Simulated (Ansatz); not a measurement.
**CH₄ClFO₂SW: how energies converge with the basis set**

How large a basis does CH₄ClFO₂SW need? Two functionals are run in growing sets.

The runs use Ansatz 0.2.0, Gaussian basis; one geometry, several basis sets.

Plan: PBE0-D4/def2-SVP; ωB97M-V/def2-SVP; PBE0-D4/def2-QZVPP; ωB97M-V/def2-QZVPP; the functionals' def2-TZVPP values are taken from earlier runs.

### Step 1. The geometry

All runs share one geometry, relaxed beforehand with PBE0-D4 in a triple-zeta def2 set. W takes the def2 core potential; no spin-orbit term is included.

SMILES `C[O][W]([OH])([F])(=[S])[Cl]`, 11 atoms, charge 0, spin multiplicity 1.

Atoms are counted from 1 here; the program's logs count them from 0.

Bond lengths: C1–O2 1.399 Å, C1–H8 1.094 Å, C1–H9 1.094 Å, C1–H10 1.091 Å, O2–W3 1.837 Å, W3–O4 1.905 Å, W3–F5 1.880 Å, W3–S6 2.111 Å, W3–Cl7 2.300 Å, O4–H11 0.963 Å. Angles: O2–C1–H8 109.4°, O2–C1–H9 109.5°, O2–C1–H10 108.8°, H8–C1–H9 109.7°, H8–C1–H10 109.9°, H9–C1–H10 109.6°, C1–O2–W3 139.0°, O2–W3–O4 84.7°, O2–W3–F5 155.0°, O2–W3–S6 102.8°, O2–W3–Cl7 90.5°, O4–W3–F5 82.1°, O4–W3–S6 111.7°, O4–W3–Cl7 138.0°, F5–W3–S6 101.7°, F5–W3–Cl7 85.4°, S6–W3–Cl7 110.0°, W3–O4–H11 115.2°.

### Step 2. PBE0-D4 in def2-SVP

in.yaml

```yaml
crystal:
  periodic: [false, false, false]
  atoms:
    - {symbol: C, position_ang: [1.091222, -1.543957, 0.081058]}
    - {symbol: O, position_ang: [0.612576, -0.364640, 0.662722]}
    - {symbol: W, position_ang: [-0.386730, 1.104719, 0.196920]}
    - {symbol: O, position_ang: [-1.711069, -0.172281, -0.295900]}
    - {symbol: F, position_ang: [-1.371621, 2.192188, -0.978242]}
    - {symbol: S, position_ang: [-0.813562, 1.992890, 2.064233]}
    - {symbol: Cl, position_ang: [1.467883, 2.092535, -0.738206]}
    - {symbol: H, position_ang: [0.273365, -2.048957, -0.441629]}
    - {symbol: H, position_ang: [1.889125, -1.304153, -0.628423]}
    - {symbol: H, position_ang: [1.483578, -2.190134, 0.867634]}
    - {symbol: H, position_ang: [-2.469367, 0.184691, -0.769567]}
basis:
  gaussian: {orbitals: def2-SVP}
hamiltonian: {xc: pbe0, dispersion: d4}
output: {orbitals: {seedname: orbitals}}
```

Started as:

```console
$ ansatz run in.yaml --threads 2 --pin off --events-out ev --progress --plain --max-ram 32768MiB --backend cpu
```

The program printed:

```text
Functional definition: PBE0
  name "PBE0"
  cite "Adamo & Barone, J. Chem. Phys. 110, 6158 (1999) doi:10.1063/1.478522"
  cite "Perdew, Burke & Ernzerhof, Phys. Rev. Lett. 77, 3865 (1996) doi:10.1103/PhysRevLett.77.3865"
  parent pbe
  parameter a = 0.25
  parameter kappa = 0.804
  parameter beta = 0.06672455060314922
  exchange = (1 - a)*pbe_x(kappa = kappa, mu = beta*pi^2/3) + a*exact_x
  correlation = pbe_c(beta = beta)
1372 factors; integrals over basis functions are off by at most 1.3e-3 eV
mean field evaluation 1: about -33061.4899 eV, gradient 7.7e1 eV
mean field evaluation 2: about -32948.8083 eV, gradient 2.5e2 eV
mean field evaluation 4: about -33071.8074 eV, gradient 2.1e1 eV
mean field evaluation 8: about -33072.6320 eV, gradient 8.3e-1 eV
mean field evaluation 16: about -33072.9329 eV, gradient 2.2e-3 eV
mean field -33072.93292197 eV, -1215.4078672435 hartree, gradient 8.5e-6 eV, S^2 0.000000; 0 other end points of the search recorded, 0 dependent functions left out
reference -33072.93297139 eV, -1215.4078690595 hartree; 41, 41 occupied and 103, 103 virtual orbitals, 1372 factors
Total energy: -33073.24352937 eV, -1215.4192818545 hartree
```

Wall time 5 s (2 threads of AMD EPYC 7R13, shared host); peak memory 0.63 GiB.

### Step 3. ωB97M-V in def2-SVP

in.yaml, as its differences from that of step 2:

```diff
@@ -16,3 +16,3 @@
   gaussian: {orbitals: def2-SVP}
-hamiltonian: {xc: pbe0, dispersion: d4}
+hamiltonian: {xc: {name: wB97M-V}}
 output: {orbitals: {seedname: orbitals}}
```

Launched as before.

The program printed, cut to the lines that bear on the results:

```text
Functional definition: wB97M-V
  name "wB97M-V"
  cite "Mardirossian & Head-Gordon, J. Chem. Phys. 144, 214110 (2016) doi:10.1063/1.4952647"
  cite "Becke, J. Chem. Phys. 107, 8554 (1997) doi:10.1063/1.475007"
  cite "Vydrov & Van Voorhis, J. Chem. Phys. 133, 244103 (2010) doi:10.1063/1.3521275"
  # Of w^i u^j: cxij and so on, Table III.
[...]
  gx(w, u) = 1 - cx + cx01*u + cx10*w
  gss(w, u) = css00 + css04*u^4 + css10*w + css20*w^2 + css43*w^4*u^3
  gos(w, u) = cos00 + cos10*w + (cos20 + cos21*u)*w^2 + (cos60 + cos61*u)*w^6
[...]
      + integral(e_c_pw_mod_opposite_spin*gos(b97_w_opposite, b97_u_opposite)) + vv10(b, c)
1372 factors; integrals over basis functions are off by at most 1.3e-3 eV
331 factors; integrals over basis functions are off by at most 2.4e-5 eV
[...]
mean field -33082.89036942 eV, -1215.7737966876 hartree, gradient 1.5e-5 eV, S^2 0.000000; 0 other end points of the search recorded, 0 dependent functions left out
reference -33082.89044725 eV, -1215.7737995480 hartree; 41, 41 occupied and 103, 103 virtual orbitals, 1372 factors
Total energy: -33082.89044725 eV, -1215.7737995480 hartree
```

Wall time 18 s (2 threads of AMD EPYC 7R13, shared host); peak memory 0.63 GiB.

### Step 4. PBE0-D4 in def2-QZVPP

in.yaml, as its differences from that of step 3:

```diff
@@ -15,4 +15,4 @@
 basis:
-  gaussian: {orbitals: def2-SVP}
-hamiltonian: {xc: {name: wB97M-V}}
+  gaussian: {orbitals: "def2-QZVPP.json"}
+hamiltonian: {xc: pbe0, dispersion: d4}
 output: {orbitals: {seedname: orbitals}}
```

Started as:

```console
$ ansatz run in.yaml --threads 2 --pin off --events-out ev --progress --plain --max-ram 32768MiB --backend cuda --devices 0, --max-vram 18GiB
```

The program printed:

```text
Functional definition: PBE0
  name "PBE0"
  cite "Adamo & Barone, J. Chem. Phys. 110, 6158 (1999) doi:10.1063/1.478522"
  cite "Perdew, Burke & Ernzerhof, Phys. Rev. Lett. 77, 3865 (1996) doi:10.1103/PhysRevLett.77.3865"
  parent pbe
  parameter a = 0.25
  parameter kappa = 0.804
  parameter beta = 0.06672455060314922
  exchange = (1 - a)*pbe_x(kappa = kappa, mu = beta*pi^2/3) + a*exact_x
  correlation = pbe_c(beta = beta)
2186 factors; their error is unknown
mean field evaluation 1: about -33078.9861 eV, gradient 8.8e1 eV
mean field evaluation 2: about -32943.0682 eV, gradient 2.9e2 eV
mean field evaluation 4: about -33091.2647 eV, gradient 2.6e1 eV
mean field evaluation 8: about -33092.2953 eV, gradient 5.4e-1 eV
mean field evaluation 16: about -33092.3372 eV, gradient 1.5e-3 eV
mean field -33092.33715530 eV, -1216.1209596657 hartree, gradient 4.5e-5 eV, S^2 0.000000; 0 other end points of the search recorded, 0 dependent functions left out
reference -33092.33719642 eV, -1216.1209611767 hartree; 41, 41 occupied and 528, 528 virtual orbitals, 2186 factors
Total energy: -33092.64775440 eV, -1216.1323739718 hartree
```

It took 12 s on 1 × H100 (card shared with other runs) with 2 threads of AMD EPYC 7R13, shared host; peak host memory 1.1 GiB.

### Step 5. ωB97M-V in def2-QZVPP

in.yaml, as its differences from that of step 4:

```diff
@@ -16,3 +16,3 @@
   gaussian: {orbitals: "def2-QZVPP.json"}
-hamiltonian: {xc: pbe0, dispersion: d4}
+hamiltonian: {xc: {name: wB97M-V}}
 output: {orbitals: {seedname: orbitals}}
```

The command is unchanged.

The program printed, cut to the lines that bear on the results:

```text
Functional definition: wB97M-V
  name "wB97M-V"
  cite "Mardirossian & Head-Gordon, J. Chem. Phys. 144, 214110 (2016) doi:10.1063/1.4952647"
  cite "Becke, J. Chem. Phys. 107, 8554 (1997) doi:10.1063/1.475007"
  cite "Vydrov & Van Voorhis, J. Chem. Phys. 133, 244103 (2010) doi:10.1063/1.3521275"
  # Of w^i u^j: cxij and so on, Table III.
[...]
  gx(w, u) = 1 - cx + cx01*u + cx10*w
  gss(w, u) = css00 + css04*u^4 + css10*w + css20*w^2 + css43*w^4*u^3
  gos(w, u) = cos00 + cos10*w + (cos20 + cos21*u)*w^2 + (cos60 + cos61*u)*w^6
[...]
      + integral(e_c_pw_mod_opposite_spin*gos(b97_w_opposite, b97_u_opposite)) + vv10(b, c)
2102 factors; their error is unknown
425 factors; integrals over basis functions are off by at most 2.0e-5 eV
[...]
mean field -33102.43102407 eV, -1216.4919025011 hartree, gradient 6.5e-5 eV, S^2 0.000000; 0 other end points of the search recorded, 0 dependent functions left out
reference -33102.43108865 eV, -1216.4919048743 hartree; 41, 41 occupied and 528, 528 virtual orbitals, 2102 factors
Total energy: -33102.43108865 eV, -1216.4919048743 hartree
```

Run time: 18 s. Hardware: 1 × H100 (card shared with other runs) with 2 threads of AMD EPYC 7R13, shared host; peak host memory 1.2 GiB.

### Step 6. Functionals by basis

The def2-TZVPP values come from earlier runs at the same geometry.

| functional | basis | functions | energy (eV) | from the largest (eV) | HOMO (eV) | LUMO (eV) |
| --- | --- | --- | --- | --- | --- | --- |
| PBE0-D4 | def2-SVP | 144 | -33073.2435 | 19.404 | -8.09 | -3.04 |
| PBE0-D4 | def2-TZVPP | 320 | -33091.5008 | 1.147 | -8.09 | -2.97 |
| PBE0-D4 | def2-QZVPP | 569 | -33092.6478 | 0.000 | -8.11 | -3.00 |
| ωB97M-V | def2-SVP | 144 | -33082.8904 | 19.541 | -10.19 | -0.89 |
| ωB97M-V | def2-TZVPP | 320 | -33101.3381 | 1.093 | -10.22 | -0.84 |
| ωB97M-V | def2-QZVPP | 569 | -33102.4311 | 0.000 | -10.25 | -0.89 |

### Step 7. What came out

| quantity | value |
| --- | --- |
| PBE0-D4: double and triple zeta above quadruple | 19.40, 1.15 eV |
| ωB97M-V: double and triple zeta above quadruple | 19.54, 1.09 eV |

**Reading.** PBE0-D4 gains 18.26 eV from double to triple zeta, then 1.15 eV more. These are total energies; as a rule much of such shifts cancels in differences, which this series doesn't test.
